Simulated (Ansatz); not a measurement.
# C2H5O2Si radical: a ladder of functionals and wavefunction methods

One table from this session's results is given with a row withheld; the runs are named, their logs left out.

Program: Ansatz 0.2.0, Gaussian basis. Level of theory: functionals in def2-TZVPP, the program's frozen cores in correlated methods. These are calculated values, not measurements.

Levels to be run: LDA (SPW92), PBE-D4, revPBE-D4, BLYP-D4, r2SCAN-D4, B97M-V, PBE0-D4, B3LYP-D4, r2SCANh-D4, r2SCAN0-D4, HSE06-D4, BHLYP-D4, CAM-B3LYP-D4, LC-ωPBE, ωB97X-V, ωB97M-V, B2PLYP, PBE-QIDH; CCSD(T)/def2-SVP; CCSD(T)/def2-TZVPP; MP2/def2-QZVPP; extrapolation to the limit; RPA on PBE.

## Structure used throughout

An earlier PBE0-D4 in a triple-zeta def2 set relaxation fixed the geometry.

SMILES `[CH]=C[SiH](O)O`, 10 atoms, charge 0, spin multiplicity 2.

Atoms are counted from 1 here; the program's logs count them from 0.

Bond lengths: C1–C2 1.301 Å, C1–H6 1.082 Å, C2–Si3 1.873 Å, C2–H7 1.098 Å, Si3–O4 1.639 Å, Si3–O5 1.637 Å, Si3–H8 1.477 Å, O4–H9 0.960 Å, O5–H10 0.959 Å. Angles: C2–C1–H6 140.7°, C1–C2–Si3 121.7°, C1–C2–H7 119.9°, Si3–C2–H7 118.3°, C2–Si3–O4 108.0°, C2–Si3–O5 111.2°, C2–Si3–H8 111.1°, O4–Si3–O5 111.5°, O4–Si3–H8 111.2°, O5–Si3–H8 103.9°, Si3–O4–H9 115.4°, Si3–O5–H10 117.6°.

The first run:

in.yaml

```yaml
crystal:
  periodic: [false, false, false]
  atoms:
    - {symbol: C, position_ang: [-1.651625, 0.585835, -0.684848]}
    - {symbol: C, position_ang: [-0.744606, -0.346567, -0.718199]}
    - {symbol: Si, position_ang: [0.610345, -0.448812, 0.571397]}
    - {symbol: O, position_ang: [0.451214, 0.836370, 1.575495]}
    - {symbol: O, position_ang: [2.090602, -0.484768, -0.126546]}
    - {symbol: H, position_ang: [-2.523762, 0.925360, -1.227323]}
    - {symbol: H, position_ang: [-0.762186, -1.099809, -1.516591]}
    - {symbol: H, position_ang: [0.538574, -1.721248, 1.317814]}
    - {symbol: H, position_ang: [-0.305766, 1.401659, 1.405186]}
    - {symbol: H, position_ang: [2.380309, 0.300780, -0.593485]}
basis:
  gaussian: {orbitals: def2-TZVPP}
magnetization: {spin_polarized: true, initial_magnetization: 1}
hamiltonian: {xc: lda}
output: {orbitals: {seedname: orbitals}}
```

Started as:

```bash
ansatz run in.yaml --threads 4 --pin off --events-out ev --progress --plain --max-ram 10444MiB
```

Among the steps run: LDA; PBE-D4 (GGA); revPBE-D4 (GGA); BLYP-D4 (GGA); r2SCAN-D4 (meta-GGA); B97M-V (meta-GGA); PBE0-D4 (hybrid); B3LYP-D4 (hybrid); r2SCANh-D4 (hybrid); r2SCAN0-D4 (hybrid); HSE06-D4 (hybrid); BHLYP-D4 (hybrid); CAM-B3LYP-D4 (range-separated); LC-ωPBE (range-separated); ωB97X-V (range-separated); ωB97M-V (range-separated); B2PLYP (double hybrid); PBE-QIDH (double hybrid).

One table of the session follows, with a row left open; its other results are not shown here.

It belongs to the step «Frontier levels by functional». 

| functional | HOMO (eV) | LUMO (eV) | gap (eV) |
| --- | --- | --- | --- |
| LDA (SPW92) | -5.37 | -3.92 | 1.45 |
| PBE-D4 | -5.41 | -3.40 | 2.01 |
| revPBE-D4 | -5.38 | -3.24 | 2.13 |
| BLYP-D4 | -5.26 | -3.44 | 1.81 |
| r2SCAN-D4 | -5.85 | -2.72 | 3.13 |
| B97M-V | -5.68 | -3.17 | 2.51 |
| PBE0-D4 | -6.85 | -2.21 | 4.63 |
| B3LYP-D4 | -6.56 | -2.70 | 3.86 |
| r2SCANh-D4 | ? | ? | ? |
| r2SCAN0-D4 | -7.17 | -1.74 | 5.44 |
| HSE06-D4 | -6.44 | -2.60 | 3.84 |
| BHLYP-D4 | -8.16 | -1.20 | 6.96 |
| CAM-B3LYP-D4 | -8.20 | -1.26 | 6.94 |
| LC-ωPBE | -9.63 | 0.29 | 9.92 |
| ωB97X-V | -9.12 | -0.29 | 8.83 |
| ωB97M-V | -8.85 | -0.45 | 8.40 |

Estimate the missing values for r2SCANh-D4.

Worked estimate for «HOMO (eV)». Against the share of exact exchange, r2SCAN-D4 (0, -5.85), r2SCAN0-D4 (0.25, -7.17) give a slope of -5.28 per unit share; at 0.1 the line stands at -6.38.

The run gave: HOMO (eV): -6.38; LUMO (eV): -2.32; gap (eV): 4.06. In «HOMO (eV)» the line misses by 0.00.
